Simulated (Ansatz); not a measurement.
# GaH2Se radical: an energy map over bond length Ga1–Se2 and bond length Ga1–H4

Aim: map the energy of GaH₂Se, SMILES [GaH2][Se], spin multiplicity 2 over two coordinates, and find its wells, ridges and stiffness.

Computed with Ansatz 0.2.0. Level: UKS PBE-D4/def2-SVP.

**1. The starting structure**

SMILES `[GaH2][Se]`, 4 atoms, charge 0, spin multiplicity 2.

Atoms are counted from 1 here; the program's logs count them from 0.

Bond lengths: Ga1–Se2 2.301 Å, Ga1–H3 1.576 Å, Ga1–H4 1.576 Å. Angles: Se2–Ga1–H3 117.6°, Se2–Ga1–H4 117.6°, H3–Ga1–H4 124.7°.

Geometry (Å):

```xyz
4
charge 0, multiplicity 2
Ga   -0.1922    0.0318   -0.0777
Se    1.9169   -0.3170    0.7750
H    -1.3582   -0.8839    0.4581
H    -0.3665    1.1691   -1.1554
```

**3. Plan of the scan**

- bond length Ga1–Se2: 11 values from 1.979 to 3.222 Å
- bond length Ga1–H4: 11 values from 1.356 to 2.207 Å

Nothing else is relaxed (all other coordinates rigid). Energies count from the relaxed molecule at the same level. Points are written as (first, second).

(The set-up runs are not shown.)

**4. The run at (1.979 Å, 2.037 Å)**

File input.yaml:

```yaml
crystal:
  periodic: [false, false, false]
  atoms:
    - { symbol: Ga, position_ang: [-0.192391, 0.031813, -0.077789] }
    - { symbol: Se, position_ang: [1.621142, -0.268076, 0.655428] }
    - { symbol: H, position_ang: [-1.357962, -0.884018, 0.458211] }
    - { symbol: H, position_ang: [-0.416923, 1.501541, -1.470217] }
magnetization:
  spin_polarized: true
  initial_magnetization: 1
basis:
  gaussian: { orbitals: def2-SVP }
hamiltonian:
  xc: pbe
  dispersion: d4
output:
  forces: true
```

Launch:

```
ansatz run input.yaml --threads 1 --pin off --max-ram 2560MiB --backend cpu --events-out ev --progress --plain --runs-dir out
```

Further runs follow: the other points that were computed.

**Question.** What will these runs give? Wanted: lowest point; largest force on an atom.

As calculated:

```
                                            quantity                                                                            value
                                        lowest point                                                     (2.352 Å, 1.526 Å), 0.032 eV
highest computed point (blank points may lie higher)                                     (3.222 Å, 2.207 Å), 2.89 eV above the lowest
                     largest force on an atom (eV/Å)  1.0 at (2.228 Å, 1.526 Å) to 8.0 at (1.979 Å, 1.866 Å); 1.0 at the lowest point
                             time for the whole task                                                  14 min on 1 thread, shared host
```

**Reading.** The lowest computed point is at (2.352 Å, 1.526 Å), 0.032 eV from the relaxed molecule at the same level. The smooth surface has its minimum beside a grid point that was not computed. The highest computed point, (3.222 Å, 2.207 Å), lies 2.89 eV above the lowest.
